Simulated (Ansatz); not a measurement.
# Nickel, A15 under PBEsol: relaxation and energy

Aim: take nickel in the A15 structure, relax it, then solve it on a dense k-mesh. The start is ferromagnetic. The k-meshes are 6×6×6 for the relaxation; 8×8×8 for the dense run.

Program: Ansatz 0.2.0. Level of theory: DFT PBEsol, plane waves (420 eV) with PAW, scalar-relativistic; PBE-made PAW files. These are calculated values, not measurements.

### 1 The starting structure

The structure is cubic, space group Pm-3n (No. 223). Conventional cell: a = 4.440 Å, b = 4.440 Å, c = 4.440 Å, α = 90.00°, β = 90.00°, γ = 90.00°. Ni (site symmetry m-3) has 12 Ni at 2.48 Å as nearest neighbours. Around Ni (site symmetry -4m2) lie 6 Ni at 2.22 to 2.48 Å.

Structure file:

```cif
data_structure
_symmetry_space_group_name_H-M 'Pm-3n'
_symmetry_Int_Tables_number 223
_cell_length_a 4.4398
_cell_length_b 4.4398
_cell_length_c 4.4398
_cell_angle_alpha 90.000
_cell_angle_beta 90.000
_cell_angle_gamma 90.000
_cell_volume 87.52
loop_
_atom_site_label
_atom_site_type_symbol
_atom_site_symmetry_multiplicity
_atom_site_Wyckoff_symbol
_atom_site_fract_x
_atom_site_fract_y
_atom_site_fract_z
_atom_site_occupancy
Ni1 Ni 2 a 0.00000 0.00000 0.00000 1
Ni2 Ni 6 c 0.25000 0.00000 0.50000 1
```

The atoms start with moments of +0.8 ×8 μB.

### 2 Relaxing cell and atoms

input.yaml

```yaml
crystal:
  lattice:
    - [4.4398105893, 0.0, 0.0]
    - [0.0, 4.4398105893, 0.0]
    - [0.0, 0.0, 4.4398105893]
  atoms:
    - { symbol: Ni, position: [0.0, 0.0, 0.0], spin: 0.8 }
    - { symbol: Ni, position: [0.5, 0.5, 0.5], spin: 0.8 }
    - { symbol: Ni, position: [0.25, 0.0, 0.5], spin: 0.8 }
    - { symbol: Ni, position: [0.75, 0.0, 0.5], spin: 0.8 }
    - { symbol: Ni, position: [0.5, 0.25, 0.0], spin: 0.8 }
    - { symbol: Ni, position: [0.5, 0.75, 0.0], spin: 0.8 }
    - { symbol: Ni, position: [0.0, 0.5, 0.25], spin: 0.8 }
    - { symbol: Ni, position: [0.0, 0.5, 0.75], spin: 0.8 }
hamiltonian:
  xc: pbesol
  pseudopotentials:
    kind: paw
    azcp:
      Ni: "pseudopotentials/Ni.paw.azcp"
basis:
  ecutwfc: 420
  fft_grid_basis: typed
kpoints:
  mp_grid: { grid: [6, 6, 6], shift: [0, 0, 0] }
magnetization:
  spin_polarized: true
scf:
  occupations: { method: fermi_dirac, width: 0.05 }
relax:
  max_steps: 60
  f_tol: 0.01
  cell: {}
output:
  write_density: true
  write_potential: true
  elf: true
  volumetric_format: npy
```

Started as:

```sh
$ ansatz run input.yaml --threads 4 --pin off --max-ram 8192MiB --backend cpu --events-out ev --progress --plain --runs-dir out
```

The runs that follow: Dense single point.

**Question.** What will these runs give? Wanted: space group; conventional cell; volume; shortest distance; gap on the mesh; magnetic state; relative to fcc, ferromagnetic.

The runs gave:

```
                      quantity                                  value
space group (spins left aside)                        Pm-3n (No. 223)
             conventional cell                            a = 4.396 Å
                        volume                         10.619 Å³/atom
             shortest distance                                2.198 Å
               gap on the mesh           none (levels filled in part)
                magnetic state  ferromagnetic, up to 0.62 μB per atom
relative to fcc, ferromagnetic                          +153 meV/atom
```

What this shows: From the guessed start the volume shrank by 2.9 % in 5 steps. It lies 153 meV/atom above the element's usual form at the same level (fcc, ferromagnetic, from a run of its own), so it is far from stable. The final state is ferromagnetic (largest moment 0.62 μB). No gap shows: it is a metal or semimetal at this level. Relaxation kept the symmetry; phonons were not checked.
